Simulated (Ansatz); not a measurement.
# Ge2Sb2Te5 (Cm) in Ansatz: notebook

The runs below take Ge2Sb2Te5 through relaxation of cell and atoms, with PBE, RPBE.

Program: Ansatz 0.2.0. These are calculated values, not measurements. Logs are shortened: lines on timing, memory, paths and dates and some standing lists are left out, and cuts for length are marked.

## 1. The crystal as given

Symmetry: Cm, No. 8, monoclinic system. Conventional cell: a = 13.678 Å, b = 6.132 Å, c = 9.672 Å, α = 90.00°, β = 134.93°, γ = 90.00°. Te (site symmetry m) has 2 Ge at 2.85 to 3.19 Å and 3 Sb at 3.07 to 3.14 Å as nearest neighbours. Te (site symmetry m) has 2 Sb at 2.95 to 3.20 Å and 3 Ge at 3.07 to 3.08 Å as nearest neighbours. Te (site symmetry m) is surrounded by 3 Ge at 2.82 to 3.07 Å and 2 Sb at 3.14 to 3.19 Å. Te (site symmetry m) is surrounded by 2 Ge at 2.95 to 3.00 Å and 2 Sb at 3.02 to 3.06 Å. Te (site symmetry m) is surrounded by 3 Sb at 2.98 to 3.07 Å and 2 Ge at 3.05 to 3.20 Å. Sb (site symmetry m) is surrounded by 6 Te at 2.95 to 3.19 Å. Sb (site symmetry m) is surrounded by 6 Te at 2.98 to 3.20 Å. Ge (site symmetry m) is surrounded by 6 Te at 2.82 to 3.19 Å.

The cell comes from a database or a generator and needn't be the stable form of this composition.

## 2. Relaxation of cell and atoms, PBE, target pressure 20 GPa, at which the enthalpy is minimised

input.yaml reads:

```yaml
crystal:
  lattice:
    - [6.839136, -3.066006, 0.0]
    - [6.839136, 3.066006, 0.0]
    - [-6.830977, 0.0, 6.847609]
  atoms:
    - { symbol: Te, position: [0.594702, 0.594702, 0.386433] }
    - { symbol: Te, position: [0.795288, 0.795288, 0.196112] }
    - { symbol: Te, position: [0.008324, 0.008324, 0.006435] }
    - { symbol: Te, position: [0.206519, 0.206519, 0.809803] }
    - { symbol: Te, position: [0.399959, 0.399959, 0.597118] }
    - { symbol: Sb, position: [0.901708, 0.901708, 0.587873] }
    - { symbol: Sb, position: [0.11187, 0.11187, 0.417352] }
    - { symbol: Ge, position: [0.284287, 0.284287, 0.18783] }
    - { symbol: Ge, position: [0.497343, 0.497343, 0.011044] }
hamiltonian:
  xc: pbe
  pseudopotentials: { kind: paw }
kpoints:
  mp_grid: { grid: [4, 4, 3] }
scf:
  occupations: { method: fermi_dirac, width: 0.05 }
output:
  forces: true
  stress: true
  eigenvalues: true
relax:
  f_tol: 0.01
  max_steps: 40
  cell: { stress_tol: 0.05, p_target: 20.0 }
```

Potentials or basis: Ansatz PAW.

Command:

```sh
$ ansatz run input.yaml --threads 4 --pin off --max-ram 11264MiB --backend cpu --events-out ev --progress --plain --runs-dir out
```

Output:

```text
Warning: RAYON_NUM_THREADS=4 ignored (pool sized by the plan → 4); use --threads N
Engine: ansatz 0.2.0, aarch64-unknown-linux-gnu
Pseudopotentials: kind: paw
Pseudopotential: Te, paw, valence charge 16, recommended cutoff 420 eV (normal), Te.paw.azcp
Pseudopotential: Sb, paw, valence charge 15, recommended cutoff 420 eV (normal), Sb.paw.azcp
Pseudopotential: Ge, paw, valence charge 14, recommended cutoff 420 eV (normal), Ge.paw.azcp
Functional definition: PBE
  parameter kappa = 0.804
  parameter beta = 0.06672455060314922
  exchange = pbe_x(kappa = kappa, mu = beta*pi^2/3)
  correlation = pbe_c(beta = beta)
Crystal: 9 atoms, lattice volume = 287.173 Å³
Basis set: ecut = 420 eV, 5631 PW (Γ), exchange–correlation on 108×108×144 points (8 copies of the dense FFT grid, shifted against one another)
Bands: 83, of which v1, the nominal top of the filled ones, is band 69 counted from 1 (68 counted from 0)
Symmetry: 2 space group operations
Space group: Cm (ITA 8), of the structure as read, at distance tolerance 6.6e-5 Å
k-points: 17 of 48 (time reversal used)
Non-local potential: Te, projectors of the file, l = 0: 2, l = 1: 2, l = 2: 2, l = 3: 2
Non-local potential: Sb, projectors of the file, l = 0: 2, l = 1: 2, l = 2: 2, l = 3: 2
Non-local potential: Ge, projectors of the file, l = 0: 2, l = 1: 2, l = 2: 3, l = 3: 1
PAW form: soft (Blöchl's): semilocal exchange-correlation on the pseudo side does not see the compensation charge
PAW one-centre angular grid: Te, 590 points (default); XC on 64 Gauss nodes
PAW one-centre angular grid: Sb, 590 points (default); XC on 64 Gauss nodes
PAW one-centre angular grid: Ge, 590 points (default); XC on 64 Gauss nodes
Initial density: superposition of atomic densities (neutral atoms: chi_scale 0, normalization atom), corrected by the library's trained network
Initial wavefunctions: pseudopotential atomic-orbital guess
Functional: x = pbe(κ = 0.804, μ = 0.2195149727645171), c = pbe(β = 0.06672455060314922)
SCF iter   1: F=—  HF=-56459.302048 eV  |F-HF|=—  |Δ(HF+E_count)|=         —  Δρ=1.68e-3  dr2=2.15e-2  ethr=1.77e-3  ⟨swp⟩=6.3  Hψ=5347  notcnv=0  defer=17
preconditioner: auto → Kerker (q_TF=auto, 2.415 Å⁻¹)  [metal: Δε(μ)=0.090 eV  Ē_g=8.195 eV  σ=0.050 eV  W_gap=0.42  n_scr=62 (ndim 8)  ℏωp=15.2 eV  f_vac=0.052  D(μ)=1.07/eV (n_scr^D=0)]
SCF iter   2: F=—  HF=-56459.294985 eV  |F-HF|=—  |Δ(HF+E_count)|=   7.06e-3  Δρ=9.90e-4  dr2=7.53e-3  ethr=1.56e-5  ⟨swp⟩=2.5  Hψ=2623  notcnv=0  defer=49
SCF iter   3: F=—  HF=-56459.294235 eV  |F-HF|=—  |Δ(HF+E_count)|=   7.50e-4  Δρ=3.49e-4  dr2=4.73e-4  ethr=5.46e-6  ⟨swp⟩=3.0  Hψ=2507  notcnv=0  defer=49
SCF iter   4: F=—  HF=-56459.294038 eV  |F-HF|=—  |Δ(HF+E_count)|=   1.97e-4  Δρ=1.63e-4  dr2=1.26e-4  ethr=3.43e-7  ⟨swp⟩=2.0  Hψ=2063  notcnv=0  defer=49
SCF iter   5: F=—  HF=-56459.294032 eV  |F-HF|=—  |Δ(HF+E_count)|=   5.51e-6  Δρ=7.33e-5  dr2=3.00e-5  ethr=9.15e-8  ⟨swp⟩=2.0  Hψ=2495  notcnv=0  defer=49
SCF iter   6: F=—  HF=-56459.294094 eV  |F-HF|=—  |Δ(HF+E_count)|=   6.16e-5  Δρ=3.98e-5  dr2=1.01e-5  ethr=2.18e-8  ⟨swp⟩=2.0  Hψ=1899  notcnv=0  defer=49
SCF iter   7: F=—  HF=-56459.294095 eV  |F-HF|=—  |Δ(HF+E_count)|=   8.86e-7  Δρ=1.37e-5  dr2=2.48e-6  ethr=7.29e-9  ⟨swp⟩=2.0  Hψ=1900  notcnv=0  defer=49
SCF iter   8: F=—  HF=-56459.294096 eV  |F-HF|=—  |Δ(HF+E_count)|=   1.06e-6  Δρ=7.45e-6  dr2=5.06e-7  ethr=1.79e-9  ⟨swp⟩=2.0  Hψ=1664  notcnv=0  defer=49
[... 197 lines left out ...]
SCF converged after 7 iterations
Free energy (F): -56455.529509 eV
Harris-Foulkes:  -56455.529509 eV  (|F-HF|=0.00e0)
Internal energy: -56455.513615 eV  (E = F + TS)
E sigma→0 (E₀):  -56455.521562 eV
Entropy (-TS):   -0.015894 eV (-1.766 meV/atom)
Fermi energy:    13.612401 eV
--- Per-component energies (eV) ---
  E_band       = -1397.830402
  E_kinetic    = 1565.880507
  E_local      = -11984.487278  (includes V_loc(G=0)·N_el)
  E_nonlocal   = 5.007842
  E_hartree    = 6686.539226
  E_xc         = -1064.134933
  E_vxc        = -861.768337  (∫ρ·V_xc dr)
  E_paw        = -36492.508050  (= ΣΔE_a)
  E_vpaw       = -3495.541051  (= ΣTr[D̂ρ^β])
  E_aug_tail   = -0.000316  (compensation charges beyond the density's cutoff)
  E_ewald      = -15171.810615
  E_smearing   = -0.015894  (= −TS)
  E_closure    = 0.000000  (closes the sum)
  Σ components = -56455.529509   (vs F -56455.529509, Δ=0.00e0)
--- Forces (eV/Å), atoms counted from 1 ---
  atom   1  Te     0.00051120     0.00000000     0.00110785
  atom   2  Te    -0.00349104    -0.00000000    -0.00233326
  atom   3  Te    -0.00056053     0.00000000     0.00312631
  atom   4  Te     0.00247748    -0.00000000    -0.00422920
  atom   5  Te    -0.00611459     0.00000000     0.00514708
  atom   6  Sb     0.00126840    -0.00000000    -0.00335723
  atom   7  Sb     0.00280882    -0.00000000     0.00306106
  atom   8  Ge    -0.00373994     0.00000000     0.00061912
  atom   9  Ge     0.00684008    -0.00000000    -0.00314167
  max |Σ_I F_I| component: 1.30e-7 eV/Å
--- Stress (GPa, compression-positive) ---
       19.986069      -0.000000      -0.007900
       -0.000000      20.000516       0.000000
       -0.007900       0.000000      19.987925
  P = ⅓ Tr σ = 19.9915 GPa (199.915 kbar)
--- Band table (eV; the first three rows and the last of 17) ---
  k-point 0: bands = ["-24.1583", "-24.1502", "-24.1118", "-24.1080", "-24.1011", "-24.0721", "-24.0625", "-23.9934", "-23.9842", "-23.9826", "-23.9807", "-23.9699", "-23.9668", "-23.9574", "-23.9545", "-23.9526", "-23.9434", "-23.9374", "-23.9178", "-23.9145", "-23.6336", "-23.6172", "-23.5041", "-23.4844", "-23.4584", "-16.2076", "-16.1851", "-16.1813", "-16.1780", "-16.1688", "-16.1609", "-16.1583", "-16.1452", "-16.1390", "-16.1349", "-11.4675", "-11.4533", "-11.4522", "-11.4436", "-11.4407", "-11.3865", "-11.3811", "-11.3703", "-11.3613", "-11.3597", "-1.6043", "1.1921", "1.4882", "1.6601", "2.0145", "3.8782", "3.9329", "4.5299", "5.6180", "7.2805", "7.4423", "7.5123", "7.9254", "7.9819", "8.3124", "8.6371", "9.1320", "11.5652", "11.6643", "12.0716", "12.4822", "12.7087", "12.8036", "12.8728", "14.1305", "14.8854", "15.6182", "16.2670", "16.2989", "16.4718", "17.1081", "17.4295", "17.9126", "18.0023", "18.1718", "18.4256", "18.4425", "18.8876"]
  k-point 1: bands = ["-24.1583", "-24.1502", "-24.1119", "-24.1080", "-24.1011", "-24.0721", "-24.0625", "-23.9935", "-23.9842", "-23.9826", "-23.9807", "-23.9698", "-23.9670", "-23.9574", "-23.9544", "-23.9526", "-23.9433", "-23.9374", "-23.9178", "-23.9145", "-23.6336", "-23.6172", "-23.5041", "-23.4843", "-23.4584", "-16.2076", "-16.1850", "-16.1813", "-16.1780", "-16.1688", "-16.1609", "-16.1582", "-16.1452", "-16.1391", "-16.1349", "-11.4674", "-11.4533", "-11.4522", "-11.4436", "-11.4407", "-11.3865", "-11.3811", "-11.3703", "-11.3613", "-11.3597", "-1.2021", "0.0400", "1.4878", "1.8391", "1.9436", "3.7288", "4.4603", "5.4929", "5.7794", "6.8675", "7.1285", "7.2169", "7.5589", "8.7448", "9.2298", "9.4150", "9.7237", "10.2903", "10.7824", "11.2573", "12.0066", "12.1823", "12.6391", "13.8089", "14.6322", "15.0930", "15.2849", "15.3260", "16.0710", "16.0902", "16.7821", "17.0927", "17.5443", "17.7854", "17.8126", "18.3315", "18.3552", "19.2722"]
  k-point 2: bands = ["-24.1581", "-24.1503", "-24.1118", "-24.1080", "-24.1010", "-24.0718", "-24.0626", "-23.9934", "-23.9841", "-23.9826", "-23.9808", "-23.9699", "-23.9668", "-23.9573", "-23.9544", "-23.9525", "-23.9434", "-23.9374", "-23.9177", "-23.9145", "-23.6337", "-23.6172", "-23.5042", "-23.4844", "-23.4584", "-16.2082", "-16.1847", "-16.1803", "-16.1776", "-16.1691", "-16.1617", "-16.1575", "-16.1462", "-16.1388", "-16.1350", "-11.4674", "-11.4531", "-11.4522", "-11.4436", "-11.4407", "-11.3865", "-11.3811", "-11.3705", "-11.3613", "-11.3598", "-1.2083", "1.0377", "1.2823", "1.4543", "1.9189", "3.1070", "3.7050", "4.1779", "5.4949", "6.9320", "8.1969", "8.3367", "8.5698", "9.0982", "9.4327", "9.5619", "10.2927", "10.5079", "11.0831", "11.2793", "11.5679", "12.1140", "12.8054", "13.7520", "14.1534", "14.3042", "14.9908", "15.4652", "16.3167", "16.6675", "16.8865", "17.0799", "17.1973", "17.6299", "18.1847", "18.2800", "18.5309", "18.9611"]
  k-point 16: bands = ["-24.1583", "-24.1502", "-24.1119", "-24.1080", "-24.1011", "-24.0721", "-24.0625", "-23.9935", "-23.9841", "-23.9826", "-23.9809", "-23.9699", "-23.9669", "-23.9574", "-23.9544", "-23.9526", "-23.9434", "-23.9374", "-23.9178", "-23.9144", "-23.6337", "-23.6172", "-23.5041", "-23.4844", "-23.4584", "-16.2082", "-16.1851", "-16.1811", "-16.1785", "-16.1707", "-16.1603", "-16.1565", "-16.1445", "-16.1389", "-16.1350", "-11.4676", "-11.4533", "-11.4522", "-11.4436", "-11.4407", "-11.3864", "-11.3810", "-11.3703", "-11.3613", "-11.3597", "-0.6466", "-0.5506", "1.3879", "1.5334", "1.7624", "3.9590", "4.8744", "5.9172", "6.2533", "6.3851", "6.9824", "7.6507", "8.4036", "8.7360", "8.8990", "8.9965", "9.6679", "9.7462", "10.3466", "11.5208", "11.7367", "12.3052", "12.7163", "13.3960", "14.2721", "14.3541", "14.7876", "15.1438", "15.8219", "16.2849", "16.5693", "17.4601", "17.6281", "18.0828", "18.0897", "18.8296", "19.1651", "19.2335"]
--- Relaxed structure (15 steps of the walk, 13 accepted, 1 SCFs on fresh bases) ---
  F+E_penalty+E_count = -56455.52950918 eV   max|allowed force component| = 6.840e-3 eV/Å   (the final SCF, on the basis selected at the relaxed cell)
  cell:  # Å, volume = 208.8598 Å³
    - [6.141048949724364, -2.7931676241676655, -0.06538543802735883]
    - [6.141048949724364, 2.7931676241676655, -0.06538543802735883]
    - [-6.199189202458668, 0.0, 6.1541553469218835]
  atoms:
    - { symbol: Te, position: [0.5769709504407619, 0.5769709504407619, 0.39732795668888976] }
    - { symbol: Te, position: [0.7966163149293533, 0.7966163149293533, 0.16567843146994918] }
    - { symbol: Te, position: [-0.04877788663735777, -0.04877788663735777, -0.034733935674231504] }
    - { symbol: Te, position: [0.2102848239158452, 0.2102848239158452, 0.8207944407193212] }
    - { symbol: Te, position: [0.4668862732379647, 0.4668862732379647, 0.6448621483472938] }
    - { symbol: Sb, position: [0.886027112861445, 0.886027112861445, 0.5695930458912795] }
    - { symbol: Sb, position: [0.1406622787992239, 0.1406622787992239, 0.43386229017526223] }
    - { symbol: Ge, position: [0.2616084911427608, 0.2616084911427608, 0.18319905210830353] }
    - { symbol: Ge, position: [0.5097216413100029, 0.5097216413100029, 0.019416570273933183] }
```

Run time: 3.6 min. Hardware: 4 threads of Arm Neoverse V1, shared host; peak memory 1.1 GiB.

Results:

```
Free energy                                            : -56455.5295 eV
Relaxed volume                                         : 23.21 Å³/atom
Relaxed cell                                           : a = 6.747 Å, b = 6.747 Å, c = 8.735 Å, α = 130.75°, β = 130.75°, γ = 48.91°
Space group after relaxing (to 0.05 Å)                 : Cm (No. 8)
Energy change on relaxing (the enthalpy is what falls) : +418.3 meV/atom
Ionic steps                                            : 14
Pressure after relaxing                                : 20.0 GPa
Largest force after relaxing                           : 0.008 eV/Å
Band gap on the k mesh                                 : none (metal or under the smearing width)
```

Forces in eV/Å, atoms in the order of the input:
```
Te   0.001  0.000  0.001
Te  -0.003  0.000 -0.002
Te  -0.001  0.000  0.003
Te   0.002  0.000 -0.004
Te  -0.006  0.000  0.005
Sb   0.001  0.000 -0.003
Sb   0.003  0.000  0.003
Ge  -0.004  0.000  0.001
Ge   0.007  0.000 -0.003
```

Step by step:
```
step  energy change (eV)  largest force (eV/Å)  volume (Å³)
   1              0.0000                0.1584       287.17
   2              0.9120                0.9012       247.32
   3              3.1384                0.7955       216.27
   4              3.5244                0.2308       210.98
   5              3.4332                0.0871       211.54
   6              3.5284                0.1110       210.75
   7              3.5454                0.0540       210.59
   8              3.5582                0.0425       210.47
   9              3.6003                0.0378       210.12
  10              3.7051                0.0335       209.26
  11              3.7310                0.0240       209.04
  12              3.7499                0.0215       208.89
  13              3.7536                0.0080       208.86
  14              3.7646                0.0080       208.86
```

Final structure:
```xyz
9
Lattice="6.1410 -2.7932 -0.0654 6.1410 2.7932 -0.0654 -6.1992 0.0000 6.1542" Properties=species:S:1:pos:R:3 pbc="T T T"
Te    4.6233    0.0000    2.3698
Te    8.7570    0.0000    0.9154
Te   -0.3838    0.0000   -0.2074
Te   -2.5055    0.0000    5.0238
Te    1.7367    0.0000    3.9075
Sb    7.3513    0.0000    3.3895
Sb   -0.9620    0.0000    2.6517
Ge    2.0774    0.0000    1.0932
Ge    6.1401    0.0000    0.0528
```

Levels at points of the mesh, in eV from the Fermi level:
| k point | band 65 | band 66 | band 67 | band 68 | band 69 | band 70 | band 71 | band 72 | band 73 | band 74 |
| --- | --- | --- | --- | --- | --- | --- | --- | --- | --- | --- |
| (0.00, 0.00, 0.00) | -1.54 | -1.13 | -0.90 | -0.81 | -0.74 | 0.52 | 1.27 | 2.01 | 2.65 | 2.69 |
| (0.00, -0.50, 0.00) | -1.32 | -1.19 | -1.16 | -0.69 | -0.57 | -0.13 | 0.39 | 0.54 | 0.68 | 1.29 |
| (-0.50, -0.50, 0.00) | -3.20 | -3.02 | -2.50 | -2.22 | -2.16 | -0.29 | 0.34 | 1.68 | 2.46 | 2.70 |

Caveat: the volume moved by over 15 % at a fixed basis, so the end points are rough; the plane-wave basis is chosen anew once the cell has moved, so the energies of steps on either side of that aren't comparable.

(Part 1 of 3 ends here.)
